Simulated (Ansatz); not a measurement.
## Ba2Tl5V3O12 in Ansatz: the effect of Hubbard term

Crystal: Ba2Tl5V3O12.

```
Ba V Tl O
1.0
     9.93665    0.00000    0.00000
     0.00000    9.93665    0.00000
     0.00000    0.00000    6.65552
Ba V Tl O
2 3 5 12
Direct
  0.00000 0.50000 0.00000
  0.50000 0.00000 0.00000
  0.50000 0.50000 0.00000
  0.50000 0.00000 0.50000
  0.00000 0.50000 0.50000
  0.00000 0.00000 0.50000
  0.67321 0.32679 0.46014
  0.32679 0.67321 0.46014
  0.67321 0.67321 0.53986
  0.32679 0.32679 0.53986
  0.39848 0.60152 0.14652
  0.60152 0.39848 0.14652
  0.60152 0.60152 0.85348
  0.39848 0.39848 0.85348
  0.59959 0.09072 0.33579
  0.40041 0.09072 0.66421
  0.59959 0.90928 0.66421
  0.40041 0.90928 0.33579
  0.09072 0.59959 0.33579
  0.09072 0.40041 0.66421
  0.90928 0.59959 0.66421
  0.90928 0.40041 0.33579
```

The cell was built by a generator and needn't be a form met in nature.

Alike in all runs:

| Property | Result |
| --- | --- |
| Program | Ansatz 0.2.0 |
| Task | projected density of states |
| Functional | PBE |
| Potentials or basis | Ansatz PAW |
| Cutoff | 420 eV (not typed: the program's choice for these potentials) |
| k mesh | 3 × 3 × 4 |
| Occupations | fermi-dirac, width 0.05 eV |
| Spin | collinear spin, ferromagnetic start |
| Starting moments | [0.0, 0.0, 2.0, 2.0, 2.0, 0.0, 0.0, 0.0, 0.0, 0.0, 0.0, 0.0, 0.0, 0.0, 0.0, 0.0, 0.0, 0.0, 0.0, 0.0, 0.0, 0.0] μB |
| Hubbard projectors | ortho-atomic (the default) |
| Double counting | fll (the default) |

```tsv
Hubbard term	pressure (GPa)	largest force (eV/Å)
V d U = 2 eV	0.1	0.06
V d U = 4 eV	?	?
V d U = 6 eV	0.3	0.21
V d U = 8 eV	0.5	0.30
```

Task: What does the run with Hubbard term V d U = 4 eV give?

Result: Pressure 0.2 GPa; largest force 0.13 eV/Å.

Worked out: A straight line through the other rows of the pressure, of slope 0.0643 GPa per eV, gives 0.2 GPa, against the run's 0.2. A straight line through the other rows of the largest force, of slope 0.0396 eV/Å per eV, gives 0.14 eV/Å, against the run's 0.13.

Caveats: the magnetic or orbital state may not be the lowest; odd divisions of the mesh miss points on the zone boundary, where band edges often lie, so the gap on the mesh can be too wide; spin-orbit coupling is left out, which as a rule narrows the gap of such compounds by several tenths of an eV; the starting moments weren't kept.
